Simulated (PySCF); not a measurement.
# S²⁺: excitation energies in aug-cc-pwCVDZ, part 2 of 3

Aim: the excitation energy of sulfur from differences of total energies, at each level of theory, and how far each lands from the tabulated value where there is one.

PySCF 2.14.0; aug-cc-pwCVDZ, the non-relativistic Hamiltonian (point nucleus). The scripts are equivalent inputs of a driver's runs. The steps go on from the part before.

**4. S²⁺ [Ne] 3s1 3p3: the ladder of methods**

UHF:

input.py

```python
from pyscf import gto, scf, dft, mp, cc
import basis_set_exchange as bse
mol = gto.M(atom="S 0 0 0", charge=2, spin=4, symmetry="D2h",
            basis=gto.basis.parse(bse.get_basis("aug-cc-pwCVDZ", elements=["S"], fmt="nwchem")))
mf = scf.UHF(mol)
mf.irrep_nelec = {'Ag': (3, 2), 'B1u': (2, 1), 'B2u': (2, 1), 'B3u': (2, 1)}
mf.kernel()
```

What it wrote:

```text
damping factor = 0
level_shift factor = 0
DIIS = <class 'pyscf.scf.diis.CDIIS'>
diis_start_cycle = 1
diis_space = 10
diis_damp = 0
SCF conv_tol = 1e-09
SCF conv_tol_grad = None
number electrons alpha = 9  beta = 5
cycle= 1 E= -396.131147122579  delta_E= -1.24e-11  |g|= 1.28e-06  |ddm|= 1.94e-05
converged SCF energy = -396.131147122579  <S^2> = 6.0000891  2S+1 = 5.0000356
```

It used 0.52 s of CPU time after the integrals (shared host).

The occupied shells:

```csv
shell,electrons,mean orbital energy (eV),spread (eV),rms radius (bohr)
1s α,1,-2531.2,0,0.113
1s β,1,-2529.5,0,0.113
2s α,1,-272.05,0,0.518
2s β,1,-269.87,0,0.518
2p α,3,-209.28,0,0.491
2p β,3,-206.90,0,0.491
3s α,1,-52.195,0,1.68
3p α,3,-36.369,0,1.88
```

⟨S²⟩ = 6.000, ⟨L²⟩ = 0.00.

Spin-orbit constants on these orbitals (cm⁻¹; bare nucleus, screened nucleus, mean field): 3p 625.6, 547.4, 505.4.

LDA:

input.py, as changed from the run before:

```diff
@@ -4,3 +4,3 @@
             basis=gto.basis.parse(bse.get_basis("aug-cc-pwCVDZ", elements=["S"], fmt="nwchem")))
-mf = scf.UHF(mol)
+mf = dft.UKS(mol, xc="LDA,VWN")
 mf.irrep_nelec = {'Ag': (3, 2), 'B1u': (2, 1), 'B2u': (2, 1), 'B3u': (2, 1)}
```

What it wrote:

```text
damping factor = 0
level_shift factor = 0
DIIS = <class 'pyscf.scf.diis.CDIIS'>
diis_start_cycle = 1
diis_space = 10
diis_damp = 0
SCF conv_tol = 1e-09
SCF conv_tol_grad = None
number electrons alpha = 9  beta = 5
XC functionals = LDA,VWN
    P. A. M. Dirac.,  Math. Proc. Cambridge Philos. Soc. 26, 376 (1930)
    F. Bloch.,  Z. Phys. 57, 545 (1929)
    S. H. Vosko, L. Wilk, and M. Nusair.,  Can. J. Phys. 58, 1200 (1980)
cycle= 1 E= -395.205728870472  delta_E= -0.00943  |g|= 0.0367  |ddm|= 0.17
cycle= 2 E= -395.205788651389  delta_E= -5.98e-05  |g|= 0.0131  |ddm|= 0.0139
cycle= 3 E= -395.205799490205  delta_E= -1.08e-05  |g|= 0.000648  |ddm|= 0.00695
cycle= 4 E= -395.205799546054  delta_E= -5.58e-08  |g|= 4.54e-05  |ddm|= 0.00152
cycle= 5 E= -395.205799546599  delta_E= -5.45e-10  |g|= 7.16e-07  |ddm|= 0.000167
converged SCF energy = -395.205799546599  <S^2> = 6.0000199  2S+1 = 5.0000079
```

CPU time 0.49 s on a shared host, the integrals not counted.

PBE:

input.py, as changed from the run before:

```diff
@@ -4,3 +4,3 @@
             basis=gto.basis.parse(bse.get_basis("aug-cc-pwCVDZ", elements=["S"], fmt="nwchem")))
-mf = dft.UKS(mol, xc="LDA,VWN")
+mf = dft.UKS(mol, xc="PBE")
 mf.irrep_nelec = {'Ag': (3, 2), 'B1u': (2, 1), 'B2u': (2, 1), 'B3u': (2, 1)}
```

What it wrote:

```text
damping factor = 0
level_shift factor = 0
DIIS = <class 'pyscf.scf.diis.CDIIS'>
diis_start_cycle = 1
diis_space = 10
diis_damp = 0
SCF conv_tol = 1e-09
SCF conv_tol_grad = None
number electrons alpha = 9  beta = 5
XC functionals = PBE
    J. P. Perdew, K. Burke, and M. Ernzerhof.,  Phys. Rev. Lett. 77, 3865 (1996)
    J. P. Perdew, K. Burke, and M. Ernzerhof.,  Phys. Rev. Lett. 78, 1396 (1997)
    J. P. Perdew, K. Burke, and M. Ernzerhof.,  Phys. Rev. Lett. 77, 3865 (1996)
    J. P. Perdew, K. Burke, and M. Ernzerhof.,  Phys. Rev. Lett. 78, 1396 (1997)
cycle= 1 E= -396.429285923149  delta_E= -0.00463  |g|= 0.0108  |ddm|= 0.161
cycle= 2 E= -396.429294741839  delta_E= -8.82e-06  |g|= 0.00289  |ddm|= 0.0179
cycle= 3 E= -396.429295253053  delta_E= -5.11e-07  |g|= 0.000234  |ddm|= 0.00148
cycle= 4 E= -396.429295259369  delta_E= -6.32e-09  |g|= 3.67e-05  |ddm|= 0.00053
cycle= 5 E= -396.429295259657  delta_E= -2.89e-10  |g|= 4.5e-07  |ddm|= 0.000113
converged SCF energy = -396.429295259657  <S^2> = 6.0000116  2S+1 = 5.0000046
```

CPU time 0.9 s on a shared host, the integrals not counted.

PBE0:

input.py, as changed from the run before:

```diff
@@ -4,3 +4,3 @@
             basis=gto.basis.parse(bse.get_basis("aug-cc-pwCVDZ", elements=["S"], fmt="nwchem")))
-mf = dft.UKS(mol, xc="PBE")
+mf = dft.UKS(mol, xc="PBE0")
 mf.irrep_nelec = {'Ag': (3, 2), 'B1u': (2, 1), 'B2u': (2, 1), 'B3u': (2, 1)}
```

What it wrote:

```text
damping factor = 0
level_shift factor = 0
DIIS = <class 'pyscf.scf.diis.CDIIS'>
diis_start_cycle = 1
diis_space = 10
diis_damp = 0
SCF conv_tol = 1e-09
SCF conv_tol_grad = None
number electrons alpha = 9  beta = 5
XC functionals = PBE0
    C. Adamo and V. Barone.,  J. Chem. Phys. 110, 6158 (1999)
    M. Ernzerhof and G. E. Scuseria.,  J. Chem. Phys. 110, 5029 (1999)
cycle= 1 E= -396.472578548447  delta_E= -0.00259  |g|= 0.00646  |ddm|= 0.129
cycle= 2 E= -396.472582325325  delta_E= -3.78e-06  |g|= 0.00107  |ddm|= 0.00678
cycle= 3 E= -396.472582391463  delta_E= -6.61e-08  |g|= 0.0002  |ddm|= 0.000365
cycle= 4 E= -396.472582394231  delta_E= -2.77e-09  |g|= 1.09e-05  |ddm|= 0.000161
cycle= 5 E= -396.472582394243  delta_E= -1.29e-11  |g|= 3.07e-07  |ddm|= 1.52e-05
converged SCF energy = -396.472582394243  <S^2> = 6.0000175  2S+1 = 5.000007
```

It used 0.9 s of CPU time after the integrals (shared host).

r2SCAN:

input.py, as changed from the run before:

```diff
@@ -4,3 +4,3 @@
             basis=gto.basis.parse(bse.get_basis("aug-cc-pwCVDZ", elements=["S"], fmt="nwchem")))
-mf = dft.UKS(mol, xc="PBE0")
+mf = dft.UKS(mol, xc="R2SCAN")
 mf.irrep_nelec = {'Ag': (3, 2), 'B1u': (2, 1), 'B2u': (2, 1), 'B3u': (2, 1)}
```

What it wrote:

```text
damping factor = 0
level_shift factor = 0
DIIS = <class 'pyscf.scf.diis.CDIIS'>
diis_start_cycle = 1
diis_space = 10
diis_damp = 0
SCF conv_tol = 1e-09
SCF conv_tol_grad = None
number electrons alpha = 9  beta = 5
XC functionals = R2SCAN
    J. W. Furness, A. D. Kaplan, J. Ning, J. P. Perdew, and J. Sun.,  J. Phys. Chem. Lett. 11, 8208-8215 (2020)
    J. W. Furness, A. D. Kaplan, J. Ning, J. P. Perdew, and J. Sun.,  J. Phys. Chem. Lett. 11, 9248-9248 (2020)
    J. W. Furness, A. D. Kaplan, J. Ning, J. P. Perdew, and J. Sun.,  J. Phys. Chem. Lett. 11, 8208-8215 (2020)
    J. W. Furness, A. D. Kaplan, J. Ning, J. P. Perdew, and J. Sun.,  J. Phys. Chem. Lett. 11, 9248-9248 (2020)
cycle= 1 E= -396.604952421408  delta_E= -0.00219  |g|= 0.00403  |ddm|= 0.124
cycle= 2 E= -396.60495561917  delta_E= -3.2e-06  |g|= 0.00145  |ddm|= 0.0132
cycle= 3 E= -396.604955792987  delta_E= -1.74e-07  |g|= 0.000162  |ddm|= 0.00157
cycle= 4 E= -396.604955794607  delta_E= -1.62e-09  |g|= 7.45e-06  |ddm|= 5.59e-05
cycle= 5 E= -396.604955794617  delta_E= -1.02e-11  |g|= 3.28e-07  |ddm|= 2.17e-05
converged SCF energy = -396.604955794617  <S^2> = 6.0000649  2S+1 = 5.000026
```

CPU time 1.7 s on a shared host, the integrals not counted.

B97-3:

input.py, as changed from the run before:

```diff
@@ -4,3 +4,3 @@
             basis=gto.basis.parse(bse.get_basis("aug-cc-pwCVDZ", elements=["S"], fmt="nwchem")))
-mf = dft.UKS(mol, xc="R2SCAN")
+mf = dft.UKS(mol, xc="HYB_GGA_XC_B97_3")
 mf.irrep_nelec = {'Ag': (3, 2), 'B1u': (2, 1), 'B2u': (2, 1), 'B3u': (2, 1)}
```

What it wrote:

```text
damping factor = 0
level_shift factor = 0
DIIS = <class 'pyscf.scf.diis.CDIIS'>
diis_start_cycle = 1
diis_space = 10
diis_damp = 0
SCF conv_tol = 1e-09
SCF conv_tol_grad = None
number electrons alpha = 9  beta = 5
XC functionals = HYB_GGA_XC_B97_3
    T. W. Keal and D. J. Tozer.,  J. Chem. Phys. 123, 121103 (2005)
cycle= 1 E= -396.54792213472  delta_E= -0.00221  |g|= 0.00725  |ddm|= 0.101
cycle= 2 E= -396.547928656923  delta_E= -6.52e-06  |g|= 0.000691  |ddm|= 0.00885
cycle= 3 E= -396.54792871511  delta_E= -5.82e-08  |g|= 6.85e-05  |ddm|= 0.000473
cycle= 4 E= -396.547928715497  delta_E= -3.88e-10  |g|= 1.75e-05  |ddm|= 5.25e-05
converged SCF energy = -396.547928715497  <S^2> = 6.0000306  2S+1 = 5.0000122
```

It used 0.8 s of CPU time after the integrals (shared host).

CAM-B3LYP:

input.py, as changed from the run before:

```diff
@@ -4,3 +4,3 @@
             basis=gto.basis.parse(bse.get_basis("aug-cc-pwCVDZ", elements=["S"], fmt="nwchem")))
-mf = dft.UKS(mol, xc="HYB_GGA_XC_B97_3")
+mf = dft.UKS(mol, xc="CAMB3LYP")
 mf.irrep_nelec = {'Ag': (3, 2), 'B1u': (2, 1), 'B2u': (2, 1), 'B3u': (2, 1)}
```

What it wrote:

```text
damping factor = 0
level_shift factor = 0
DIIS = <class 'pyscf.scf.diis.CDIIS'>
diis_start_cycle = 1
diis_space = 10
diis_damp = 0
SCF conv_tol = 1e-09
SCF conv_tol_grad = None
number electrons alpha = 9  beta = 5
XC functionals = CAMB3LYP
    T. Yanai, D. P. Tew, and N. C. Handy.,  Chem. Phys. Lett. 393, 51 (2004)
cycle= 1 E= -396.601140886565  delta_E= -0.00404  |g|= 0.00741  |ddm|= 0.125
cycle= 2 E= -396.601148276114  delta_E= -7.39e-06  |g|= 0.000465  |ddm|= 0.00663
cycle= 3 E= -396.601148310677  delta_E= -3.46e-08  |g|= 0.000124  |ddm|= 0.000553
cycle= 4 E= -396.601148311759  delta_E= -1.08e-09  |g|= 7.36e-06  |ddm|= 6.09e-05
cycle= 5 E= -396.601148311771  delta_E= -1.19e-11  |g|= 3.51e-07  |ddm|= 9.39e-06
converged SCF energy = -396.601148311771  <S^2> = 6.0000177  2S+1 = 5.0000071
```

It used 1.2 s of CPU time after the integrals (shared host).

revPBE:

input.py, as changed from the run before:

```diff
@@ -4,3 +4,3 @@
             basis=gto.basis.parse(bse.get_basis("aug-cc-pwCVDZ", elements=["S"], fmt="nwchem")))
-mf = dft.UKS(mol, xc="CAMB3LYP")
+mf = dft.UKS(mol, xc="PBE_R,PBE")
 mf.irrep_nelec = {'Ag': (3, 2), 'B1u': (2, 1), 'B2u': (2, 1), 'B3u': (2, 1)}
```

What it wrote:

```text
damping factor = 0
level_shift factor = 0
DIIS = <class 'pyscf.scf.diis.CDIIS'>
diis_start_cycle = 1
diis_space = 10
diis_damp = 0
SCF conv_tol = 1e-09
SCF conv_tol_grad = None
number electrons alpha = 9  beta = 5
XC functionals = PBE_R,PBE
    Y. Zhang and W. Yang.,  Phys. Rev. Lett. 80, 890 (1998)
    J. P. Perdew, K. Burke, and M. Ernzerhof.,  Phys. Rev. Lett. 77, 3865 (1996)
    J. P. Perdew, K. Burke, and M. Ernzerhof.,  Phys. Rev. Lett. 78, 1396 (1997)
cycle= 1 E= -396.539399031382  delta_E= -0.00407  |g|= 0.00883  |ddm|= 0.166
cycle= 2 E= -396.539406819976  delta_E= -7.79e-06  |g|= 0.00213  |ddm|= 0.0191
cycle= 3 E= -396.539407138191  delta_E= -3.18e-07  |g|= 0.000171  |ddm|= 0.00192
cycle= 4 E= -396.539407141315  delta_E= -3.12e-09  |g|= 3.52e-05  |ddm|= 0.000379
cycle= 5 E= -396.539407141555  delta_E= -2.41e-10  |g|= 3.19e-07  |ddm|= 9.83e-05
converged SCF energy = -396.539407141555  <S^2> = 6.0000132  2S+1 = 5.0000053
```

CPU time 0.87 s on a shared host, the integrals not counted.

BLYP:

input.py, as changed from the run before:

```diff
@@ -4,3 +4,3 @@
             basis=gto.basis.parse(bse.get_basis("aug-cc-pwCVDZ", elements=["S"], fmt="nwchem")))
-mf = dft.UKS(mol, xc="PBE_R,PBE")
+mf = dft.UKS(mol, xc="BLYP")
 mf.irrep_nelec = {'Ag': (3, 2), 'B1u': (2, 1), 'B2u': (2, 1), 'B3u': (2, 1)}
```

What it wrote:

```text
damping factor = 0
level_shift factor = 0
DIIS = <class 'pyscf.scf.diis.CDIIS'>
diis_start_cycle = 1
diis_space = 10
diis_damp = 0
SCF conv_tol = 1e-09
SCF conv_tol_grad = None
number electrons alpha = 9  beta = 5
XC functionals = BLYP
    A. D. Becke.,  Phys. Rev. A 38, 3098 (1988)
    C. Lee, W. Yang, and R. G. Parr.,  Phys. Rev. B 37, 785 (1988)
    B. Miehlich, A. Savin, H. Stoll, and H. Preuss.,  Chem. Phys. Lett. 157, 200 (1989)
cycle= 1 E= -396.596970667901  delta_E= -0.00559  |g|= 0.00591  |ddm|= 0.181
cycle= 2 E= -396.596979991884  delta_E= -9.32e-06  |g|= 0.000828  |ddm|= 0.0287
cycle= 3 E= -396.596980306409  delta_E= -3.15e-07  |g|= 0.000197  |ddm|= 0.00482
cycle= 4 E= -396.596980312514  delta_E= -6.11e-09  |g|= 4.43e-05  |ddm|= 0.000547
cycle= 5 E= -396.596980312697  delta_E= -1.82e-10  |g|= 3.09e-07  |ddm|= 5.75e-05
converged SCF energy = -396.596980312697  <S^2> = 6.0000143  2S+1 = 5.0000057
```

CPU time 0.9 s on a shared host, the integrals not counted.

**5. S²⁺ [Ne] 3s1 3p3, continued**

MP2 (valence):

input.py: that of step 4 with these lines changed.

```diff
@@ -4,4 +4,5 @@
             basis=gto.basis.parse(bse.get_basis("aug-cc-pwCVDZ", elements=["S"], fmt="nwchem")))
-mf = dft.UKS(mol, xc="BLYP")
+mf = scf.UHF(mol)
 mf.irrep_nelec = {'Ag': (3, 2), 'B1u': (2, 1), 'B2u': (2, 1), 'B3u': (2, 1)}
 mf.kernel()
+mp.UMP2(mf, frozen=5).kernel()
```

This step left no log, only its results.

It used 0.01 s of CPU time after the integrals (shared host).

With 4 electrons correlated, the MP2 correlation energy is -0.01969 hartree (-0.01969 same spin, 0.00000 opposite spin); the SCS form gives -0.00656. Largest pairs of shells: 3p-3p -0.0179, 3s-3p -0.0017, 3s-3s 0.0000.

MP2 (valence and next inner shell):

input.py, as changed from the run before:

```diff
@@ -7,2 +7,2 @@
 mf.kernel()
-mp.UMP2(mf, frozen=5).kernel()
+mp.UMP2(mf, frozen=1).kernel()
```

No log was kept for this step.

It used 0.03 s of CPU time after the integrals (shared host).

With 12 electrons correlated, the MP2 correlation energy is -0.15875 hartree (-0.06043 same spin, -0.09832 opposite spin); the SCS form gives -0.13813. Largest pairs of shells: 2p-2p -0.0871, 2s-2p -0.0245, 3p-3p -0.0179, 2p-3p -0.0155, 2s-2s -0.0047.

MP2 (all electrons):

input.py, as changed from the run before:

```diff
@@ -7,2 +7,2 @@
 mf.kernel()
-mp.UMP2(mf, frozen=1).kernel()
+mp.UMP2(mf, frozen=0).kernel()
```

This step left no log, only its results.

It used 0.04 s of CPU time after the integrals (shared host).

With 14 electrons correlated, the MP2 correlation energy is -0.16435 hartree (-0.06220 same spin, -0.10215 opposite spin); the SCS form gives -0.14332. Largest pairs of shells: 2p-2p -0.0871, 2s-2p -0.0245, 3p-3p -0.0179, 2p-3p -0.0155, 2s-2s -0.0047.

Radial density 4πr²ρ of S²⁺ at UHF:

```csv
r (bohr),density,spin density
0.00136,0.0592,0.000
0.00229,0.163,0.001
0.00385,0.438,0.002
0.00648,1.14,0.005
0.0109,2.80,0.012
0.0183,6.26,0.025
0.0308,11.9,0.048
0.0518,17.4,0.071
0.0872,17.1,0.103
0.147,12.3,0.265
0.247,15.2,0.602
0.415,16.4,0.336
0.698,5.76,0.143
1.17,2.70,2.377
1.97,1.98,1.982
3.32,0.174,0.174
5.59,0.000738,0.001
9.40,5.40e-05,0.000
```

(Part 2 of 3 ends here.)
